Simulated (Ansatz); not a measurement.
Consider a ladder of basis sets of BrGeH3, SMILES [GeH3][Br] (Ansatz 0.2.0 through its Python package).

The script, `basis_brgeh3.py`:
```python
"""Basis-set convergence for BrGeH3."""

import logging
import sys

import ansatz as az

logging.basicConfig(stream=sys.stdout, format="%(levelname)s %(message)s")
log = logging.getLogger("brgeh3")
log.setLevel(logging.INFO)

geometry = (
    az.Crystal.molecule()
    .atom("Ge", (0.154, -0.0414, -0.0979))
    .atom("Br", (-1.5914, -0.1454, 1.4802))
    .atom("H", (0.1259, 1.4468, -0.6908))
    .atom("H", (-0.1056, -0.9837, -1.2647))
    .atom("H", (1.4671, -0.35, 0.5317))
)

job = geometry.calculation().functional("hf").scf(lower_state_search="light")

energies = {}
for basis in ["cc-pVDZ", "cc-pVTZ"]:
    rep = job.basis(gaussian=basis).run(threads=1, pin="off").report
    size = rep["n_frozen"] + rep["n_occupied"][0] + rep["n_virtual"][0]
    energies[basis] = (rep["reference_energy_ev"] / 27.211386246, rep["free_energy_ev"] / 27.211386246)
    log.info(f"{basis:14s} {size:4d} orbitals  reference {energies[basis][0]:14.6f} Ha  total {energies[basis][1]:14.6f} Ha")

last = energies["cc-pVTZ"][1]
for basis, (_, total) in energies.items():
    log.info(f"{basis:14s} lies {27.211386 * (total - last):9.4f} eV above cc-pVTZ")
```

How far does the total energy move along this ladder of basis sets?

Against cc-pVDZ: cc-pVTZ -152.6 mHa. The last step alone is -152.59 mHa. From the first set to the last the time grows from 1.3 to 2.2 s.

What the script printed:

Running `python basis_brgeh3.py` prints:
```text
INFO cc-pVDZ          69 orbitals  reference   -4649.497982 Ha  total   -4649.497982 Ha
INFO cc-pVTZ         128 orbitals  reference   -4649.650573 Ha  total   -4649.650573 Ha
INFO cc-pVDZ        lies    4.1522 eV above cc-pVTZ
INFO cc-pVTZ        lies    0.0000 eV above cc-pVTZ
```

Reading the output:
- The settings weren't tested for convergence.
- The geometry is a force-field or estimated start, not a minimum of this method, and the last set is no limit. Much of the fall in a total is atomic energy, which cancels in bond and reaction energies.
- Timing: 4 s on 1 thread of Arm Neoverse V1, with other jobs on the host, peak memory 0.34 GiB.
